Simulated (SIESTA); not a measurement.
The system is CsLiCr2Te2S3.

```xyz
9
Lattice="3.6036 0.0000 0.0000 -1.8018 3.1208 0.0000 0.0000 0.0000 19.0665" Properties=species:S:1:pos:R:3 pbc="T T T"
Cs    0.0000    0.0000    7.1307
Li    1.8018    1.0403    0.3064
Cr    0.0000    0.0000   16.5187
Cr    0.0000    2.0805    3.2095
Te    0.0000    2.0805   10.2751
Te    1.8018    1.0403   14.7338
S     0.0000    0.0000    1.9124
S     0.0000    2.0805   17.7166
S     1.8018    1.0403    4.4631
```

The cell was built by a generator and needn't be a form met in nature.

Base run:

| Quantity | Value |
| --- | --- |
| Program | SIESTA 5.4.2 |
| Functional | PBE |
| Potentials or basis | PseudoDojo 0.4 standard (PBE files) |
| Basis | DZP (energy shift 0.003 Ry; two zetas on semicore shells; d shell added on Cs) |
| Grid cutoff | 800 Ry |
| Energy shift | 0.003 Ry |
| k mesh | 9 × 9 × 2 |
| Occupations | fermi-dirac, width 0.05 eV |
| Spin | collinear spin, ferromagnetic start |
| Starting moments | [0.0, 0.0, 3.0, 3.0, 0.0, 0.0, 0.0, 0.0, 0.0] μB |
| Hubbard terms | Cr d U = 4 eV |

Its results: band gap on the k mesh none (metal or under the smearing width); pressure 3.6 GPa; net moment 6.08 μB per cell; site moments Cs -0.03; Li -0.08; Cr +3.93, +3.72; Te -0.02, -0.51; S -0.31, -0.28, -0.33 μB; largest force 0.950 eV/Å.

Q: The run is repeated on the same cell with these changes: hubbard terms from Cr d U = 4 eV to Cr d U = 2 eV. What comes out?

A: Band gap on the k mesh none (metal or under the smearing width); pressure 2.1 GPa; net moment 5.95 μB per cell; site moments Cs -0.02; Li -0.07; Cr +3.61, +3.50; Te -0.01, -0.43; S -0.20, -0.19, -0.23 μB; largest force 0.623 eV/Å.

Caveats: the basis of atomic orbitals isn't converged, which shifts pressures, moduli and gaps; only a ferromagnetic start was run, and an antiferromagnetic order may lie lower in energy.
